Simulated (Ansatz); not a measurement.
# CHBF2O: a ladder of functionals and wavefunction methods

Aim: compute CHBF2O with functionals from several rungs and with coupled cluster. The yardstick is the atomisation energy at the CCSD(T) limit.

The runs use Ansatz 0.2.0, Gaussian basis; functionals in def2-TZVPP, the program's frozen cores in correlated methods.

The runs, in order: LDA (SPW92), PBE-D4, revPBE-D4, BLYP-D4, r2SCAN-D4, B97M-V, PBE0-D4, B3LYP-D4, r2SCANh-D4, r2SCAN0-D4, HSE06-D4, BHLYP-D4, CAM-B3LYP-D4, LC-ωPBE, ωB97X-V, ωB97M-V, B2PLYP, PBE-QIDH; CCSD(T)/def2-SVP; CCSD(T)/def2-TZVPP; MP2/def2-QZVPP; extrapolation to the limit; RPA on PBE.

### Step 1. Structure used throughout

An earlier PBE0-D4 in a triple-zeta def2 set relaxation fixed the geometry.

SMILES `O=CB(F)F`, 6 atoms, charge 0, spin multiplicity 1.

Atoms are counted from 1 here; the program's logs count them from 0.

Bond lengths: O1–C2 1.205 Å, C2–B3 1.607 Å, C2–H6 1.113 Å, B3–F4 1.307 Å, B3–F5 1.314 Å. Angles: O1–C2–B3 121.7°, O1–C2–H6 120.2°, B3–C2–H6 118.2°, C2–B3–F4 121.2°, C2–B3–F5 119.8°, F4–B3–F5 119.1°.

### Step 2. LDA

This LDA is Slater exchange with PW92 correlation.

File in.yaml:

```yaml
crystal:
  periodic: [false, false, false]
  atoms:
    - {symbol: O, position_ang: [-0.202463, -0.978985, 1.477662]}
    - {symbol: C, position_ang: [-0.006322, 0.013417, 0.823613]}
    - {symbol: B, position_ang: [0.020507, -0.026357, -0.782401]}
    - {symbol: F, position_ang: [-0.174752, -1.141813, -1.434295]}
    - {symbol: F, position_ang: [0.242339, 1.078745, -1.458659]}
    - {symbol: H, position_ang: [0.162792, 0.990993, 1.327781]}
basis:
  gaussian: {orbitals: def2-TZVPP}
hamiltonian: {xc: lda}
output: {orbitals: {seedname: orbitals}}
```

Started as:

```console
ansatz run in.yaml --threads 2 --pin off --events-out ev --progress --plain --max-ram 4352MiB
```

After this run come: PBE-D4 (GGA); revPBE-D4 (GGA); BLYP-D4 (GGA); r2SCAN-D4 (meta-GGA); B97M-V (meta-GGA); B3LYP-D4 (hybrid); r2SCANh-D4 (hybrid); r2SCAN0-D4 (hybrid); HSE06-D4 (hybrid); BHLYP-D4 (hybrid); CAM-B3LYP-D4 (range-separated); LC-ωPBE (range-separated); ωB97X-V (range-separated); ωB97M-V (range-separated); B2PLYP (double hybrid); PBE-QIDH (double hybrid); CCSD(T) in def2-SVP; CCSD(T) in def2-TZVPP; MP2 in def2-QZVPP; RPA on PBE orbitals.

Q: Predict the results of all the runs planned. Wanted: atomisation energy, CCSD(T)/CBS; farthest beyond LDA; mean size of error, GGA; mean size of error, meta-GGA; mean size of error, hybrid; mean size of error, range-separated; mean size of error, double hybrid; gap, smallest and largest; T1 diagnostic.

The runs gave:

| quantity | value |
| --- | --- |
| atomisation energy, CCSD(T)/CBS | 28.787 eV |
| functionals within 0.144 eV (0.5 %) | B97M-V, PBE0-D4, B3LYP-D4, r2SCANh-D4, ωB97X-V, B2PLYP, PBE-QIDH |
| farthest beyond LDA | BHLYP-D4 (-1.423 eV) |
| mean size of error, GGA | 0.615 eV |
| mean size of error, meta-GGA | 0.208 eV |
| mean size of error, hybrid | 0.414 eV |
| mean size of error, range-separated | 0.196 eV |
| mean size of error, double hybrid | 0.093 eV |
| gap, smallest and largest | 2.17 eV (LDA (SPW92)), 10.37 eV (LC-ωPBE) |
| T1 diagnostic | 0.0145 |
| triples share of the correlation energy | 3.4 % |

**Reading.** LDA overbinds by 5.231 eV (18 %). PBE-D4 is off by +1.250 eV. Double hybrids carry the basis error of their MP2 part in triple zeta, and no dispersion term here, so their miss is partly the set-up's. Taken by rung, double hybrid functionals do best (0.093 eV on average) and GGA ones worst beyond LDA (0.615 eV). The reference freezes the cores and leaves out relativity and excitations past (T), so misses under about 0.144 eV can't be ranked. Hartree-Fock recovers 72 % of the binding; the rest is correlation. CCSD(T) in def2-SVP is off by -1.120 eV, worse than the median functional, from the basis alone. The gap grows from 2.2 to 10.4 eV across the functionals, mostly with the share of exact exchange. The restricted reference is unstable towards a spin-broken one.
